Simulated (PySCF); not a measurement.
# C₅H₄F₂O: NMR shifts and electronic excitations in gas and solvents

Aim: compute the NMR shifts and electronic excitations of C₅H₄F₂O (`FC1=COC(F)=CC1`), and see what a dielectric continuum does where one was used.

Computed with PySCF 2.14.0, with density-fitted response routines of our own, on a single molecule, in the gas phase or a continuum. Atoms are numbered from 0 throughout.

## (1) The starting structure

12 atoms, charge 0, multiplicity 1; geometry from: GFN2-xTB.

Bonds of the start (Å): F0–C1 1.35, C1–C2 1.33, C2–O3 1.37, O3–C4 1.35, C4–F5 1.34, C4–C6 1.32, C6–C7 1.50, C7–C1 1.50, C2–H8 1.08, C6–H9 1.08, C7–H10 1.10, C7–H11 1.10.

## (2) Relaxing the molecule at PBE0-D3(BJ)/def2-SVP

What the job is given:

```
{"job": {"xc": "PBE0", "basis": "def2-SVP", "d3": "d3bj", "grid": 1, "kind": "geom"}, "charge": 0, "multiplicity": 1}
F     -2.535348    -0.353349    -0.085697
C     -1.229181    -0.016282    -0.051839
C     -0.887851     1.263143    -0.106400
O      0.410524     1.694409    -0.078708
C      1.334931     0.710286     0.012901
F      2.561598     1.239152     0.033960
C      1.122538    -0.593655     0.075551
C     -0.269428    -1.162138     0.049428
H     -1.592601     2.075091    -0.177104
H      1.956967    -1.268902     0.147582
H     -0.471519    -1.746236     0.955895
H     -0.399430    -1.842206    -0.801595
```

Started as:

```
OMP_NUM_THREADS=1 python probes_run.py task.json out
```

This one command runs all jobs of the session in turn.

Standard output:

```text
step   0  E = -466.95860026  max force = 0.023105
step   1  E = -466.95298445  max force = 0.021491
step   2  E = -466.95719015  max force = 0.012626
step   3  E = -466.95917054  max force = 0.008390
step   4  E = -466.96017488  max force = 0.003086
step   5  E = -466.96017970  max force = 0.003876
step   6  E = -466.96028582  max force = 0.000260
step   7  E = -466.96028923  max force = 0.000148
optimisation converged
```

Wall time 69 s (1 thread, shared host).

Step by step: (the energy doesn't fall at every step)

```csv
step,energy from step 0 (eV),largest force component (eV/Å)
0,0.0000,1.1881
1,0.1528,1.1051
2,0.0384,0.6493
3,-0.0155,0.4314
4,-0.0428,0.1587
5,-0.0430,0.1993
6,-0.0459,0.0134
7,-0.0460,0.0076
```

Close pairs (by a distance rule), those that changed most:

```csv
bond,before (Å),after (Å),change (Å)
C4–F5,1.336,1.313,-0.023
F0–C1,1.349,1.333,-0.016
C6–H9,1.076,1.090,+0.014
O3–C4,1.353,1.339,-0.014
C2–H8,1.077,1.089,+0.011
C4–C6,1.323,1.333,+0.011
C7–H10,1.097,1.107,+0.010
C7–H11,1.097,1.107,+0.010
```

The end geometry stands in the next job.

```csv
at the end point,value
point group (found at 0.08 Å tolerance),Cs
"rotational constants (GHz, main isotopes)","5.285, 1.462, 1.153"
dipole moment (D),1.04
```

## (3) Nuclear shieldings: PBE0/pcSseg-1 in methanol

What the job is given:

```
{"job": {"kind": "nmr", "xc": "PBE0", "basis": "pcSseg-1", "solvent": "methanol", "pop": true}, "charge": 0, "multiplicity": 1}
F     -2.085000    -0.471781     1.378181
C     -1.025867    -0.079579     0.669923
C     -0.825357     1.221374     0.452393
O      0.238936     1.697721    -0.265823
C      1.076033     0.775358    -0.758206
F      2.038519     1.367044    -1.426753
C      0.977652    -0.546385    -0.611614
C     -0.140672    -1.168590     0.172805
H     -1.481550     2.007664     0.821439
H      1.741513    -1.167607    -1.079089
H      0.235845    -1.761463     1.028799
H     -0.732041    -1.875848    -0.440030
```

Method: GIAO PBE0/pcSseg-1 NMR shielding, non-relativistic, IEF-PCM methanol.

Standard output:

```text
coarse grid: 11168 points
cycle   1  E = -467.1004867417  dE =  1.559e+00  |g| = 7.075e-01  |ddm| = 3.330e+00
cycle   2  E = -467.0347092286  dE =  6.578e-02  |g| = 9.493e-01  |ddm| = 9.479e-01
cycle   3  E = -467.1857363714  dE = -1.510e-01  |g| = 6.086e-02  |ddm| = 5.639e-01
cycle   4  E = -467.1864067118  dE = -6.703e-04  |g| = 2.378e-02  |ddm| = 5.543e-02
cycle   5  E = -467.1865096422  dE = -1.029e-04  |g| = 8.458e-03  |ddm| = 2.065e-02
cycle   6  E = -467.1865225661  dE = -1.292e-05  |g| = 3.192e-03  |ddm| = 7.924e-03
cycle   7  E = -467.1865248694  dE = -2.303e-06  |g| = 6.893e-04  |ddm| = 2.831e-03
final grid: 111944 points
cycle   8  E = -467.2571976695  dE = -3.112e-05  |g| = 9.860e-03  |ddm| = 2.333e-02
cycle   9  E = -467.2571759416  dE =  2.173e-05  |g| = 1.497e-02  |ddm| = 1.509e-02
cycle  10  E = -467.2572151849  dE = -3.924e-05  |g| = 1.226e-03  |ddm| = 9.552e-03
cycle  11  E = -467.2572155198  dE = -3.349e-07  |g| = 3.250e-04  |ddm| = 1.150e-03
cycle  12  E = -467.2572155400  dE = -2.025e-08  |g| = 1.188e-04  |ddm| = 3.121e-04
cycle  13  E = -467.2572155427  dE = -2.711e-09  |g| = 1.844e-05  |ddm| = 9.359e-05
cycle  14  E = -467.2572155428  dE = -5.832e-11  |g| = 8.478e-06  |ddm| = 1.868e-05
converged SCF energy = -467.2572155428

GIAO shielding tensors (ppm)
atom      isotropic    diamagn.    paramagn.     s11        s22        s33       span
  0 F      334.694     474.212    -139.518    256.551    340.722    406.809    150.258
  1 C       27.605     254.789    -227.185    -56.173     60.636     78.350    134.523
  2 C       52.288     251.787    -199.499    -28.358     79.695    105.526    133.884
  3 O      193.346     398.651    -205.305     98.018    227.385    254.634    156.616
  4 C       21.862     249.505    -227.644    -72.830     62.327     76.087    148.917
  5 F      281.155     471.936    -190.781    223.434    299.416    320.614     97.180
  6 C      109.140     259.590    -150.450     44.201    124.703    158.517    114.316
  7 C      158.341     246.057     -87.716    151.565    157.444    166.014     14.449
  8 H       24.381      28.191      -3.810     22.063     24.621     26.459      4.396
  9 H       26.821      29.455      -2.634     23.432     27.629     29.402      5.970
 10 H       27.891      27.911      -0.020     24.073     26.037     33.562      9.489
 11 H       27.918      27.922      -0.003     24.109     26.099     33.547      9.438
```

Run time: 22 s. Hardware: 1 thread, shared host.

The references, computed at this level on geometries of the same kind, shield at (ppm): 1H TMS 31.24, 13C TMS 185.5, 19F CFCl3 180.5, 17O H2O 343.0. Their shielding less the atom's gives the shift. The references are single molecules in the same continuum, so shifts against H2O, NH3, PH3, H3PO4 or CFCl3 are not on the usual liquid scales and can be off by tens of ppm. Atoms listed in one row are averaged.

```csv
atoms,environment,σ (ppm),δ (ppm)
C4,alkene carbon bearing oxygen,21.9,163.6
C1,β carbon of an enol-ether or enamine type C=C,27.6,157.9
C2,alkene carbon bearing oxygen,52.3,133.2
C6,β carbon of an enol-ether or enamine type C=C,109.1,76.3
C7,allylic sp3 CH2,158.3,27.1
H8,hydrogen on an alkene carbon bearing oxygen,24.38,6.86
H9,hydrogen on a β carbon of an enol-ether or enamine type C=C,26.82,4.42
"H10, H11",hydrogen on an allylic sp3 CH2,27.90,3.34
F5,vinylic fluorine,281.2,-100.7
F0,vinylic fluorine,334.7,-154.2
O3,ether oxygen,193.3,149.6
```

The run also stored atomic charges by several schemes (e):

```csv
atoms,Mulliken,IAO,Hirshfeld,ESP fit
F0,-0.28,-0.27,-0.08,-0.19
C1,0.11,0.25,0.07,0.12
C2,0.13,-0.03,-0.01,-0.14
O3,-0.43,-0.30,-0.11,-0.23
C4,0.57,0.46,0.14,0.46
F5,-0.25,-0.25,-0.07,-0.18
C6,-0.39,-0.29,-0.10,-0.54
C7,-0.10,-0.28,-0.07,0.16
```

Mayer bond orders: F0–C1 0.91, C1–C2 1.81, C2–O3 0.94, O3–C4 1.03, C4–F5 0.99, C4–C6 1.81, C6–C7 0.99, C7–C1 1.03.

Ring of atoms C1, C2, O3, C4, C6, C7: NICS(0) -0.7, NICS(1) -0.4, NICS(1)zz 5.4 ppm (means of both faces).

## (4) TDDFT and polarisability: B3LYP/def2-SVPD

The job, as its differences from that of step 3:

```diff
@@ -1,2 +1,2 @@
-{"job": {"kind": "nmr", "xc": "PBE0", "basis": "pcSseg-1", "solvent": "methanol", "pop": true}, "charge": 0, "multiplicity": 1}
+{"job": {"kind": "uv", "xc": "B3LYP", "basis": "def2-SVPD", "dynamic": true, "nstates": 6, "ntriplets": 0}, "charge": 0, "multiplicity": 1}
 F     -2.085000    -0.471781     1.378181
```

Method: TDDFT B3LYP/def2-SVPD, vertical, gas phase, core orbitals frozen in the response.

Standard output:

```text
coarse grid: 11168 points
cycle   1  E = -467.2968328784  dE =  1.456e+00  |g| = 7.252e-01  |ddm| = 5.987e+00
cycle   2  E = -467.1902266890  dE =  1.066e-01  |g| = 1.062e+00  |ddm| = 1.823e+00
cycle   3  E = -467.3909061674  dE = -2.007e-01  |g| = 7.918e-02  |ddm| = 1.126e+00
cycle   4  E = -467.3920545353  dE = -1.148e-03  |g| = 3.527e-02  |ddm| = 1.896e-01
cycle   5  E = -467.3922945416  dE = -2.400e-04  |g| = 1.187e-02  |ddm| = 6.360e-02
cycle   6  E = -467.3923192234  dE = -2.468e-05  |g| = 6.049e-03  |ddm| = 2.402e-02
cycle   7  E = -467.3923281093  dE = -8.886e-06  |g| = 1.441e-03  |ddm| = 9.356e-03
final grid: 111944 points
cycle   8  E = -467.4719992415  dE = -3.827e-05  |g| = 5.798e-03  |ddm| = 1.104e-01
cycle   9  E = -467.4719901600  dE =  9.082e-06  |g| = 9.339e-03  |ddm| = 1.559e-02
cycle  10  E = -467.4720052826  dE = -1.512e-05  |g| = 4.981e-04  |ddm| = 8.991e-03
cycle  11  E = -467.4720053256  dE = -4.303e-08  |g| = 2.311e-04  |ddm| = 1.081e-03
cycle  12  E = -467.4720053353  dE = -9.658e-09  |g| = 9.965e-05  |ddm| = 4.231e-04
cycle  13  E = -467.4720053376  dE = -2.261e-09  |g| = 2.392e-05  |ddm| = 1.491e-04
cycle  14  E = -467.4720053377  dE = -1.049e-10  |g| = 1.142e-05  |ddm| = 4.099e-05
converged SCF energy = -467.4720053377

Static polarisability (au): isotropic 60.510, principal 42.118 64.584 74.829

Singlet excitations
state   eV       nm        f      main configurations
  1   5.0957    243.3   0.01837   H->L 0.98
  2   5.7658    215.0   0.00363   H->L+1 0.99
  3   6.3094    196.5   0.00081   H->L+2 0.96
  4   6.3381    195.6   0.00650   H->L+3 0.52, H-1->L 0.47
  5   6.5844    188.3   0.00753   H->L+4 0.96
  6   6.7892    182.6   0.00926   H->L+5 0.91
```

Wall time 49 s (1 thread, shared host).

The orbitals next to the gap, with their largest atomic shares:

```csv
orbital,eV,atoms
HOMO−3,-11.19,"F5 24 %, C6 20 %, C7 20 %"
HOMO−2,-10.04,"F0 20 %, O3 17 %, C1 14 %"
HOMO−1,-7.71,"C2 21 %, C6 19 %, C4 17 %"
HOMO,-6.38,"O3 20 %, C6 19 %, C1 14 %"
LUMO,-0.45,"C1 23 %, C2 20 %, C6 14 %"
LUMO+1,0.34,"C6 15 %, C7 14 %, C4 13 %"
LUMO+2,0.86,"F0 19 %, C1 16 %, O3 11 %"
```

With each of the 6 states as a Gaussian band of 0.4 eV half-width at 1/e, the curve within the window shown has maxima at 243 nm (ε 750), 188 nm (ε 800) L/(mol cm). Beyond the last state computed it falls off for lack of states. The curve at chosen wavelengths:

| nm | ε (L/mol/cm) |
| --- | --- |
| 175 | 284 |
| 179 | 507 |
| 183 | 702 |
| 187 | 793 |
| 191 | 766 |
| 195 | 654 |
| 199 | 511 |
| 203 | 383 |
| 207 | 295 |
| 211 | 248 |
| 215 | 236 |
| 219 | 256 |
| 223 | 312 |
| 227 | 404 |
| 231 | 521 |
| 235 | 637 |
| 239 | 722 |
| 243 | 753 |
| 247 | 723 |
| 251 | 643 |
| 255 | 533 |
| 259 | 414 |
| 263 | 302 |
| 267 | 210 |
| 271 | 138 |
| 275 | 87 |

Leading natural transition orbitals of singlet state 1: the hole lies on C6 22 %; O3 21 %; C1, C4 about 11 % each; the particle on C1 24 %; C2 18 %; C4, C6 about 13 % each.

Ground-state properties from the same run:

```csv
property,computed
dipole moment (D),1.11
polarisability (Å³),8.97
HOMO–LUMO gap (eV),5.94
−ε(HOMO) (eV),6.38
C6 with itself (au),1650
```

Orbitals, density, ELF and potential are computed afterwards from the orbital file.

Frontier orbitals at B3LYP/def2-SVPD, with the share of their density that lies nearest to each atom:

```csv
orbital,energy (eV),lies on
HOMO,-6.38,C6 21 %; O3 19 %; C1 16 %
LUMO,-0.45,"C1 25 %; C2 18 %; C4, C6 about 13 % each"
```

ELF in a plane through or near 10 of the atoms.

Ten even steps from '0' (0.00) to '9' (1.00):
```
0000000000000000000000000000
0000000000000000000000000000
0000000000000000000000000000
0000000000000000000000000000
0000000000001100000200000000
0000000000024420026985000000
0000012200156544389999200000
0000136630143768589999200000
0000358872594289338974000000
0001476574237444466100000000
0000468863124103776224420000
0000134204775324371778741000
0000000004382766844746741000
0000000189934745621788630000
0000002899982389820255210000
0000001799960167720011000000
0000000058710012100000000000
0000000000000000000000000000
0000000000000000000000000000
0000000000000000000000000000
```
The map spans 10.3 Å across and 9.4 Å up, centred on the molecule. Atoms in the plane (x, y in Å): F0 (-2.5, 0.3), C1 (-1.2, 0.0), C2 (-0.9, -1.3), O3 (0.5, -1.7), C4 (1.4, -0.7), F5 (2.6, -1.2), C6 (1.1, 0.6), C7 (-0.3, 1.2), H8 (-1.6, -2.1), H9 (2.0, 1.3).

On the surface of density 0.002 e/bohr³ the electrostatic potential runs, from the 1st to the 99th percentile, from -0.70 V near O3 to 1.15 V near H8.

## (5) TDDFT and polarisability: B3LYP/def2-SVPD in methanol

The job, as its differences from that of step 4:

```diff
@@ -1,2 +1,2 @@
-{"job": {"kind": "uv", "xc": "B3LYP", "basis": "def2-SVPD", "dynamic": true, "nstates": 6, "ntriplets": 0}, "charge": 0, "multiplicity": 1}
+{"job": {"kind": "uv", "xc": "B3LYP", "basis": "def2-SVPD", "solvent": "methanol", "nstates": 6, "ntriplets": 0}, "charge": 0, "multiplicity": 1}
 F     -2.085000    -0.471781     1.378181
```

Method: TDDFT B3LYP/def2-SVPD, vertical, IEF-PCM methanol (non-equilibrium linear response), core orbitals frozen in the response.

Standard output:

```text
coarse grid: 11168 points
cycle   1  E = -467.3037264744  dE =  1.450e+00  |g| = 7.176e-01  |ddm| = 5.991e+00
cycle   2  E = -467.2035469636  dE =  1.002e-01  |g| = 1.037e+00  |ddm| = 1.825e+00
cycle   3  E = -467.3961583277  dE = -1.926e-01  |g| = 7.080e-02  |ddm| = 1.105e+00
cycle   4  E = -467.3970126877  dE = -8.544e-04  |g| = 3.361e-02  |ddm| = 1.544e-01
cycle   5  E = -467.3972300206  dE = -2.173e-04  |g| = 1.122e-02  |ddm| = 5.712e-02
cycle   6  E = -467.3972549090  dE = -2.489e-05  |g| = 4.391e-03  |ddm| = 1.939e-02
cycle   7  E = -467.3972592314  dE = -4.322e-06  |g| = 1.025e-03  |ddm| = 6.303e-03
final grid: 111944 points
cycle   8  E = -467.4768972938  dE = -3.859e-05  |g| = 5.780e-03  |ddm| = 1.101e-01
cycle   9  E = -467.4768889190  dE =  8.375e-06  |g| = 9.103e-03  |ddm| = 1.573e-02
cycle  10  E = -467.4769033344  dE = -1.442e-05  |g| = 5.169e-04  |ddm| = 8.979e-03
cycle  11  E = -467.4769033865  dE = -5.209e-08  |g| = 2.029e-04  |ddm| = 1.028e-03
cycle  12  E = -467.4769033941  dE = -7.556e-09  |g| = 9.967e-05  |ddm| = 3.447e-04
cycle  13  E = -467.4769033963  dE = -2.266e-09  |g| = 1.725e-05  |ddm| = 1.465e-04
cycle  14  E = -467.4769033964  dE = -5.559e-11  |g| = 7.647e-06  |ddm| = 3.170e-05
converged SCF energy = -467.4769033964

Static polarisability (au): isotropic 80.004, principal 56.678 81.225 102.109

Singlet excitations
state   eV       nm        f      main configurations
  1   5.0856    243.8   0.02021   H->L 0.98
  2   5.7436    215.9   0.00788   H->L+1 0.99
  3   6.1855    200.4   0.00001   H->L+2 0.97
  4   6.3632    194.8   0.01003   H->L+3 0.53, H-1->L 0.47
  5   6.6514    186.4   0.00838   H->L+4 0.95
  6   6.8008    182.3   0.00476   H->L+5 0.85, H-1->L+1 0.11
```

It took 34 s on 1 thread, shared host.

This run: HOMO -6.21 eV, LUMO -0.26 eV; lowest singlet 5.09 eV.

## (6) Run by run: electronic excitations

Excitations and ground-state properties, with basis size and wall time:

```csv
run,lowest singlet (eV),brightest (eV),f,gap (eV),α (Å³),μ (D),functions,time
B3LYP/def2-SVPD,5.10,5.10,0.018,5.94,8.97,1.11,201,49 s
B3LYP/def2-SVPD in methanol,5.09,5.09,0.020,5.95,11.86,1.57,201,34 s
```

## (7) Outcome

| quantity | value |
| --- | --- |
| point group | Cs |
| rotational constants (main isotopes) | 5.28, 1.46, 1.15 GHz |
| 13C shifts against TMS (PBE0/pcSseg-1, methanol) | 163.6, 157.9, 133.2, 76.3, 27.1 ppm |
| 1H shifts against TMS (PBE0/pcSseg-1, methanol, means over atoms taken as alike) | 6.86, 4.42, 3.34 ppm |
| 19F shifts against CFCl3 (PBE0/pcSseg-1, methanol) | -100.7, -154.2 ppm |
| 17O shifts against H2O (PBE0/pcSseg-1, methanol) | 149.6 ppm |
| lowest singlet (B3LYP/def2-SVPD) | 5.10 eV (243 nm), f = 0.018 |
| surface potential, 1st and 99th percentile | -0.70 V and 1.15 V |
| range of the lowest singlet | 5.09 to 5.10 eV |

The optimisation took 7 steps and gained 0.046 eV; among the close pairs (by a distance rule), C4–F5 changed most, from 1.336 to 1.313 Å. No frequency check was run at this level, so the end point may be a saddle. The most deshielded hydrogen is H8 (hydrogen on an alkene carbon bearing oxygen), at 6.86 ppm: olefinic region. The first singlet state (HOMO→LUMO 0.98) lies at 5.10 eV and is weak. By nearest atom (B3LYP/def2-SVPD), the HOMO sits on C6 21 %; O3 19 % and the LUMO on C1 25 %; C2 18 %. The lowest singlet runs from 5.09 eV (B3LYP/def2-SVPD in methanol) to 5.10 eV (B3LYP/def2-SVPD), while the orbital gap spans 5.94 to 5.95 eV. The lowest state need not be the same one in every run.
